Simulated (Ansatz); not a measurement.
Runs of Ansatz 0.2.0 on HfGe. It takes space group Pm-3m (No. 221, cubic). Conventional cell: a = 3.501 Å, b = 3.501 Å, c = 3.501 Å, α = 90.00°, β = 90.00°, γ = 90.00°. Hf (site symmetry m-3m) has 8 Ge at 3.03 Å as nearest neighbours. Ge (site symmetry m-3m) has 8 Hf at 3.03 Å as nearest neighbours. The cell was built by a generator and needn't be a form met in nature.

```tsv
task	level	potentials or basis	spin	cell	k mesh	cutoff (eV)	smearing	points for each segment of the path	gap on the mesh (eV)	pressure (GPa)	relaxed volume (Å³/atom)
atomic charges	BPBE	Ansatz PAW	SOC, no magnetisation	as made, not relaxed: species swapped into the ErZn type (Pm-3m, No. 221)	6 × 6 × 6	420	gaussian 0.025 eV	-	none	-12.0	-
band structure	BLYP+D4	Ansatz PAW	SOC, no magnetisation	as made, not relaxed: species swapped into the ErZn type (Pm-3m, No. 221)	8 × 8 × 8	420	fermi-dirac 0.1 eV	14	none	(a)	-
relaxation of cell and atoms	LDA	PseudoDojo standard (PBE files)	SOC, no magnetisation	relaxed from: as made, not relaxed: species swapped into the ErZn type (Pm-3m, No. 221)	8 × 8 × 8	1061	cold 0.01 eV	-	none	0.0	(b)
single point	PBE	Ansatz PAW	off	as made, not relaxed: species swapped into the ErZn type (Pm-3m, No. 221)	8 × 8 × 8	420	fermi-dirac 0.05 eV	-	none	-11.3	-
relaxation of cell and atoms	PBE+D4	Ansatz PAW	SOC, no magnetisation	relaxed from: as made, not relaxed: species swapped into the ErZn type (Pm-3m, No. 221)	5 × 5 × 5	420	methfessel-paxton 0.1 eV	-	-	0.0	18.43
relaxation of cell and atoms	PBE	Ansatz PAW	off	relaxed from: as made, not relaxed: species swapped into the ErZn type (Pm-3m, No. 221)	6 × 6 × 6	420	fermi-dirac 0.05 eV	-	-	0.0	18.76
```

Estimate the missing entries.

(a) -10.5; (b) 17.55.

Caveats: the plane-wave basis is chosen anew once the cell has moved, so the energies of steps on either side of that aren't comparable (some runs); the PAW data sets come from PBE, with cores solved anew for the run's functional, which leaves a small shift of forces and pressure (some runs); pairwise dispersion overbinds metals, which lowers pressure and volume (some runs); the volume moved by over 15 % at a fixed basis, so the end points are rough (some runs); the potentials were made for another functional, which shifts forces and pressure (some runs).

A k mesh can miss the band edges, and rows without SOC leave out spin-orbit coupling on Ge, Hf.

A gap of «none» marks a metal or a gap under the smearing width.

The runs don't all hold the same shells in valence.
